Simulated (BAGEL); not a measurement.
# PBE0/cc-pVDZ (density fitting with qzvpp-jkfit) run of AlH2OF3 (SMILES [OH2+][Al-]([F])([F])[F])

What is the energy change on altering one bond length of AlH2OF3 at PBE0/cc-pVDZ (density fitting with qzvpp-jkfit)? 

The calculation is run with BAGEL 1.2.2.

1 further run of the same task is left out (set aside as unsound or not needed).

### Step 1. The structure to begin with

AlH2OF3: 7 atoms, total charge 0, spin state singlet. SMILES: `[OH2+][Al-]([F])([F])[F]`. The shape is that of a PBE0-D4/def2-TZVP optimisation.

Bond lengths: O1–Al2 1.937 Å, Al2–F3 1.655 Å, Al2–F4 1.644 Å, Al2–F5 1.655 Å, O1–H6 0.965 Å, O1–H7 0.965 Å. Angles: O1–Al2–F3 96.2°, O1–Al2–F4 105.3°, O1–Al2–F5 96.2°, F3–Al2–F4 117.2°, F3–Al2–F5 118.0°, F4–Al2–F5 117.2°, Al2–O1–H6 112.3°, Al2–O1–H7 112.3°, H6–O1–H7 108.5°.

### Step 2. The energy at PBE0/cc-pVDZ (density fitting with qzvpp-jkfit)

Contents of input.json:

```json
{ "bagel" : [

{
  "title" : "molecule",
  "basis" : "cc-pvdz.json",
  "df_basis" : "qzvpp-jkfit",
  "angstrom" : "true",
  "geometry" : [
    { "atom" : "O", "xyz" : [   -0.871000,    0.586100,    0.358000 ] },
    { "atom" : "Al", "xyz" : [    0.496000,   -0.551000,   -0.409900 ] },
    { "atom" : "F", "xyz" : [    0.962500,   -1.255200,    1.013300 ] },
    { "atom" : "F", "xyz" : [   -0.290400,   -1.501300,   -1.496900 ] },
    { "atom" : "F", "xyz" : [    1.430100,    0.675100,   -1.012400 ] },
    { "atom" : "H", "xyz" : [   -0.962400,    0.456200,    1.310000 ] },
    { "atom" : "H", "xyz" : [   -0.703600,    1.522000,    0.192000 ] }
  ]
},
{ "title" : "ks", "xc_func" : "pbe0", "charge" : 0 },
{ "title" : "print", "file" : "orbitals.molden", "orbitals" : "true" }

]}
```

The basis set cc-pVDZ is read from a file made from the Basis Set Exchange's data (not shown).

Started as:

```sh
$ BAGEL_NUM_THREADS=1 BAGEL input.json > input.out
```

The log of the run:

```text
* using 1 threads per process

  ===============================================================
  ===============================================================

  *** Geometry ***

  { "atom" : "O", "xyz" : [     -1.645951,      1.107568,      0.676522 ] },
  { "atom" : "Al", "xyz" : [      0.937304,     -1.041239,     -0.774599 ] },
  { "atom" : "F", "xyz" : [      1.818861,     -2.371984,      1.914859 ] },
  { "atom" : "F", "xyz" : [     -0.548776,     -2.837046,     -2.828731 ] },
  { "atom" : "F", "xyz" : [      2.702497,      1.275754,     -1.913159 ] },
  { "atom" : "H", "xyz" : [     -1.818672,      0.862093,      2.475541 ] },
  { "atom" : "H", "xyz" : [     -1.329611,      2.876163,      0.362827 ] },

  Number of auxiliary basis functions:      472

  Since a DF basis is specified, we compute 2- and 3-index integrals:
    o Being stored without compression. Storage requirement is 0.027 GB

  Number of basis functions:       84
  Number of electrons      :       50

    * METHOD: MOLECULE                             0.20

  *** Kohn-Sham DFT ***

    * Removing 12443 points whose weight is below 1.00e-10
    * Grid points: 91899

  === Nuclear Repulsion ===
   252.1743208248

       - DIIS with orbital gradients will be used.

  === KS iteration (pbe0 / cc-pvdz.json) ===
      0       -591.54431243          0.11731682           0.34
      1       -572.62977810          0.14533334           0.32
      2       -578.05160606          0.10961713           0.33
      3       -598.49490527          0.12378342           0.32
      4       -614.92256999          0.06800564           0.33
      5       -617.85828116          0.02199655           0.33
      6       -617.96870500          0.01668374           0.32
      7       -618.09532638          0.01083616           0.31
      8       -618.16195865          0.00272261           0.29
      9       -618.16642528          0.00050025           0.31
     10       -618.16658566          0.00013340           0.31
     11       -618.16659658          0.00002971           0.32
     12       -618.16659720          0.00000933           0.32
     13       -618.16659726          0.00000089           0.30
     14       -618.16659726          0.00000052           0.31
     15       -618.16659726          0.00000015           0.30
     16       -618.16659726          0.00000004           0.30
     17       -618.16659726          0.00000001           0.30
    * SCF iteration converged.

    * Permanent dipole moment:
           (    1.105454,    -1.455002,    -1.131378) a.u.

    * METHOD: KS                                   6.06

    * METHOD: PRINT                                0.01

  ===============================================================
```

Run time: 6.6 s. Hardware: 1 thread of Arm Neoverse V2, shared host; peak memory 0.39 GiB.

### Step 3. The distorted shape

Contents of job.json:

```json
{ "bagel" : [

{
  "title" : "molecule",
  "basis" : "cc-pvdz.json",
  "df_basis" : "qzvpp-jkfit",
  "angstrom" : "true",
  "geometry" : [
    { "atom" : "O", "xyz" : [      -0.896109,       0.445721,       0.382899 ] },
    { "atom" : "Al", "xyz" : [       0.470891,      -0.691379,      -0.385001 ] },
    { "atom" : "F", "xyz" : [       0.937391,      -1.395579,       1.038199 ] },
    { "atom" : "F", "xyz" : [      -0.315509,      -1.641679,      -1.472001 ] },
    { "atom" : "F", "xyz" : [       1.404991,       0.534721,      -0.987501 ] },
    { "atom" : "H", "xyz" : [      -0.987509,       0.315821,       1.334899 ] },
    { "atom" : "H", "xyz" : [      -0.703600,       1.522000,       0.192000 ] }
  ]
},

{ "title" : "ks", "xc_func" : "pbe0" },

{ "title" : "print", "file" : "orbitals.molden", "orbitals" : "true" }

]}
```

The basis set cc-pVDZ is read from a file made from the Basis Set Exchange's data (not shown).

Started as:

```sh
$ BAGEL_NUM_THREADS=1 BAGEL job.json > job.out
```

The log of the run:

```text
* using 1 threads per process

  ===============================================================
  ===============================================================

  *** Geometry ***

  { "atom" : "O", "xyz" : [     -1.693401,      0.842291,      0.723574 ] },
  { "atom" : "Al", "xyz" : [      0.889855,     -1.306517,     -0.727546 ] },
  { "atom" : "F", "xyz" : [      1.771412,     -2.637262,      1.961912 ] },
  { "atom" : "F", "xyz" : [     -0.596226,     -3.102324,     -2.781679 ] },
  { "atom" : "F", "xyz" : [      2.655048,      1.010476,     -1.866106 ] },
  { "atom" : "H", "xyz" : [     -1.866122,      0.596815,      2.522594 ] },
  { "atom" : "H", "xyz" : [     -1.329611,      2.876163,      0.362827 ] },

  Number of auxiliary basis functions:      472

  Since a DF basis is specified, we compute 2- and 3-index integrals:
    o Being stored without compression. Storage requirement is 0.027 GB

  Number of basis functions:       84
  Number of electrons      :       50

    * METHOD: MOLECULE                             0.18

  *** Kohn-Sham DFT ***

    * Removing 12237 points whose weight is below 1.00e-10
    * Grid points: 92105

  === Nuclear Repulsion ===
   251.3685763671

       - DIIS with orbital gradients will be used.

  === KS iteration (pbe0 / cc-pvdz.json) ===
      0       -591.63870133          0.11656650           0.31
      1       -572.65875531          0.14365548           0.30
      2       -578.51805488          0.10991544           0.30
      3       -599.78459062          0.11910471           0.30
      4       -615.15115035          0.06386472           0.30
      5       -617.93447580          0.01788004           0.30
      6       -618.01492993          0.01373620           0.30
      7       -618.10626571          0.00866156           0.30
      8       -618.14931578          0.00237542           0.30
      9       -618.15264037          0.00062422           0.30
     10       -618.15287063          0.00028339           0.29
     11       -618.15293263          0.00006799           0.30
     12       -618.15293579          0.00002144           0.30
     13       -618.15293612          0.00000865           0.30
     14       -618.15293618          0.00000102           0.31
     15       -618.15293618          0.00000064           0.31
     16       -618.15293618          0.00000013           0.31
     17       -618.15293618          0.00000010           0.31
     18       -618.15293618          0.00000002           0.31
     19       -618.15293618          0.00000001           0.31
     20       -618.15293618          0.00000001           0.31
    * SCF iteration converged.

    * Permanent dipole moment:
           (    1.091825,    -1.561174,    -1.108390) a.u.

    * METHOD: KS                                   6.78

    * METHOD: PRINT                                0.01

  ===============================================================
```

It took 7.2 s on 1 thread of Arm Neoverse V2, shared host; peak memory 0.39 GiB.

### Step 4. Outcome

Level: PBE0/cc-pVDZ (density fitting with qzvpp-jkfit).

```
                                                         quantity          value
                                        first shape: total energy  -618.16660 Eh
                                       first shape: dipole moment         5.46 D
                                         first shape: HOMO energy      -10.38 eV
                                         first shape: LUMO energy       -0.44 eV
                                       first shape: HOMO–LUMO gap        9.94 eV
                                    distorted shape: total energy  -618.15294 Eh
                                   distorted shape: dipole moment         5.60 D
                                     distorted shape: HOMO energy      -10.34 eV
                                     distorted shape: LUMO energy       -1.18 eV
                                   distorted shape: HOMO–LUMO gap        9.16 eV
energy change with the O1–H7 bond stretched from 0.965 to 1.110 Å       0.372 eV
```

**Reading.** With the O1–H7 bond stretched from 0.965 to 1.110 Å the energy rises by 0.37 eV (8.6 kcal/mol). The first shape isn't relaxed at this level, so the change isn't measured from a minimum.
